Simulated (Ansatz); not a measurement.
# SnO: the cost of one run

Computed with Ansatz 0.2.0 (DFT PBE+D3(BJ), scalar-relativistic, plane waves, PAW, unless a step's input says otherwise).

4 further runs of the same task are left out: 4 set aside as unsound or not needed. Runs told in other sessions of the task aren't counted.

## 1. The structure to begin with

It takes space group P4/nmm (No. 129, tetragonal). The conventional cell has a = 3.837 Å, b = 3.837 Å, c = 4.762 Å, α = 90.00°, β = 90.00°, γ = 90.00°. Sn (site symmetry 4mm) has 4 O at 2.24 Å in its first shell of neighbours. O (site symmetry -4m2) has 4 Sn at 2.24 Å in its first shell of neighbours.

As a file:

```
Sn O
1.0
     3.83710    0.00000    0.00000
     0.00000    3.83710    0.00000
     0.00000    0.00000    4.76213
Sn O
2 2
Direct
  0.00000 0.50000 0.24324
  0.50000 0.00000 0.75676
  0.00000 0.00000 0.00000
  0.50000 0.50000 0.00000
```

It is the result of an earlier relaxation at this level (volume 17.53 Å³/atom; gap on the mesh: none (metal)).

## 2. The reference cell

The reference gives a free energy of -13184.3101 eV, pressure -0.01 GPa, largest force 0.006 eV/Å and gap on the mesh none (metal). It was computed beforehand with the settings of the runs below.

## 3. Harmonic modes of this cell

File input.yaml:

```yaml
crystal:
  lattice:
    - [3.8370963224, 0.0, 0.0]
    - [0.0, 3.8370963224, 0.0]
    - [0.0, 0.0, 4.7621285948]
  atoms:
    - { symbol: Sn, position: [0.0, 0.5, 0.2432422113] }
    - { symbol: Sn, position: [0.5, 0.0, 0.7567577887] }
    - { symbol: O, position: [0.0, 0.0, 0.0] }
    - { symbol: O, position: [0.5, 0.5, 0.0] }
basis:
  ecutwfc: 420
kpoints:
  mp_grid: { grid: [12, 12, 10] }
hamiltonian:
  xc: pbe
  dispersion: d3bj
scf:
  occupations: { method: gaussian, width: 0.15 }
output:
  eigenvalues: true
phonons:
  method: fd
  supercell: [1, 1, 1]
  amplitude: 0.02
  eigenvectors: true
  dielectric: false
```

Command:

```bash
ansatz run input.yaml --threads 2 --pin off --max-ram 5120MiB --backend cpu --events-out ev --progress --plain --runs-dir out
```

Q: Estimate wall time and peak memory on 2 threads of AMD EPYC 7R43 (Zen 3), shared host.

About 1.7 min, with a peak of 0.99 GiB.
